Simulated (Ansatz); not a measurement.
# AlGeH4Cl (SMILES [Cl][AlH][GeH3]): revPBE/def2-SVP

What is the vertical singlet–triplet gap of AlGeH4Cl at revPBE/def2-SVP? 

Program for the calculation: Ansatz 0.2.0.

66 further runs of the same task are left out: 66 set aside as unsound or not needed. Runs told in other sessions of the task aren't counted.

## 1. Starting point

AlGeH4Cl: 7 atoms, total charge 0, spin state singlet. SMILES: `[Cl][AlH][GeH3]`. Geometry: relaxed at PBE0-D4/def2-TZVP.

Bond lengths: Cl1–Al2 2.102 Å, Al2–Ge3 2.467 Å, Al2–H4 1.580 Å, Ge3–H5 1.540 Å, Ge3–H6 1.540 Å, Ge3–H7 1.540 Å. Angles: Cl1–Al2–Ge3 116.8°, Cl1–Al2–H4 116.5°, Ge3–Al2–H4 126.7°, Al2–Ge3–H5 111.0°, Al2–Ge3–H6 111.0°, Al2–Ge3–H7 112.3°, H5–Ge3–H6 107.2°, H5–Ge3–H7 107.6°, H6–Ge3–H7 107.6°.

## 2. The energy at revPBE/def2-SVP

File run.yaml:

```yaml
crystal:
  periodic: [false, false, false]
  atoms:
    - symbol: Cl
      position_ang: [-2.499300, -1.527200, -0.126900]
    - symbol: Al
      position_ang: [-0.425400, -1.314700, 0.144500]
    - symbol: Ge
      position_ang: [0.501100, 0.959800, -0.093300]
    - symbol: H
      position_ang: [0.379500, -2.632000, 0.480000]
    - symbol: H
      position_ang: [0.225700, 1.522500, -1.499900]
    - symbol: H
      position_ang: [-0.144000, 1.926400, 0.916800]
    - symbol: H
      position_ang: [2.023700, 0.997300, 0.133100]
basis:
  gaussian: {orbitals: def2-SVP}
hamiltonian: {xc: {name: revPBE}}
accuracy: high
output: {orbitals: {seedname: orbitals}}
```

The run is started by

```console
ansatz run run.yaml --threads 1 --pin off --max-ram 2610MiB --events-out events.jsonl --progress --plain --runs-dir runs
```

The log of the run:

```text
Warning: RAYON_NUM_THREADS=1 ignored (pool sized by the plan → 1); use --threads N
Functional definition: revPBE
  name "revPBE"
  parameter kappa = 1.245
  parameter beta = 0.06672455060314922
  exchange = pbe_x(kappa = kappa, mu = beta*pi^2/3)
  correlation = pbe_c(beta = beta)
1768 factors; integrals over basis functions are off by at most 6.3e-9 eV
mean field evaluation 1: about -75681.8948 eV, gradient 2.4e1 eV
mean field evaluation 2: about -75682.1509 eV, gradient 2.4e1 eV
mean field evaluation 4: about -75683.2930 eV, gradient 8.7e-1 eV
mean field evaluation 8: about -75683.2898 eV, gradient 2.1e-2 eV
mean field evaluation 16: about -75683.2898 eV, gradient 7.1e-7 eV
mean field -75683.28976942 eV, -2781.3095990498 hartree, gradient 6.1e-8 eV, S^2 0.000000; 0 other end points of the search recorded, 0 dependent functions left out
reference -75683.28977400 eV, -2781.3095992180 hartree; 33, 33 occupied and 55, 55 virtual orbitals, 1768 factors
Total energy: -75683.28977400 eV, -2781.3095992180 hartree
```

Wall time 7.8 s (1 thread of Arm Neoverse V1, shared host); peak memory 0.21 GiB.

## 3. The triplet at the same level

File input.yaml:

```yaml
crystal:
  periodic: [false, false, false]
  atoms:
    - {symbol: Cl, position_ang: [-2.499300, -1.527200, -0.126900]}
    - {symbol: Al, position_ang: [-0.425400, -1.314700, 0.144500]}
    - {symbol: Ge, position_ang: [0.501100, 0.959800, -0.093300]}
    - {symbol: H, position_ang: [0.379500, -2.632000, 0.480000]}
    - {symbol: H, position_ang: [0.225700, 1.522500, -1.499900]}
    - {symbol: H, position_ang: [-0.144000, 1.926400, 0.916800]}
    - {symbol: H, position_ang: [2.023700, 0.997300, 0.133100]}
basis:
  gaussian: {orbitals: def2-SVP}
magnetization: {spin_polarized: true, initial_magnetization: 2}
hamiltonian: {xc: {name: revPBE}}
accuracy: high
output: {orbitals: {seedname: orbitals}}
```

The run is started by

```console
ansatz run input.yaml --threads 1 --pin off --max-ram 2610MiB --events-out events.jsonl --progress --plain --runs-dir runs
```

The log of the run, shortened:

```text
Warning: RAYON_NUM_THREADS=1 ignored (pool sized by the plan → 1); use --threads N
[... 6 set-up lines as earlier in the session ...]
1767 factors; integrals over basis functions are off by at most 6.3e-9 eV
mean field evaluation 1: about -75678.2729 eV, gradient 1.6e1 eV
mean field evaluation 2: about -75677.3511 eV, gradient 2.0e1 eV
mean field evaluation 4: about -75679.5050 eV, gradient 1.7e0 eV
mean field evaluation 8: about -75679.5395 eV, gradient 1.5e-1 eV
mean field evaluation 16: about -75679.5397 eV, gradient 1.0e-4 eV
mean field evaluation 32: about -75678.6601 eV, gradient 9.3e0 eV
mean field -75679.53972866 eV, -2781.1717875939 hartree, gradient 6.5e-8 eV, S^2 2.002474; 4 other end points of the search recorded, 0 dependent functions left out
reference -75679.53973341 eV, -2781.1717877683 hartree; 34, 32 occupied and 54, 56 virtual orbitals, 1767 factors
Total energy: -75679.53973341 eV, -2781.1717877683 hartree
```

Wall time 17 s (1 thread of Arm Neoverse V1, shared host); peak memory 0.28 GiB.

## 4. Outcome

Level: revPBE/def2-SVP.

| quantity | value |
| --- | --- |
| singlet: total energy | -2781.30960 Eh |
| singlet: HOMO energy | -6.58 eV |
| singlet: LUMO energy | -2.53 eV |
| singlet: HOMO–LUMO gap | 4.05 eV |
| triplet: total energy | -2781.17179 Eh |
| triplet: HOMO energy (highest over α and β) | -3.12 eV |
| triplet: ⟨S²⟩ | 2.002 |
| vertical energy of the triplet above the singlet | 3.750 eV |

At this shape the triplet lies 3.75 eV (86 kcal/mol) above the singlet.
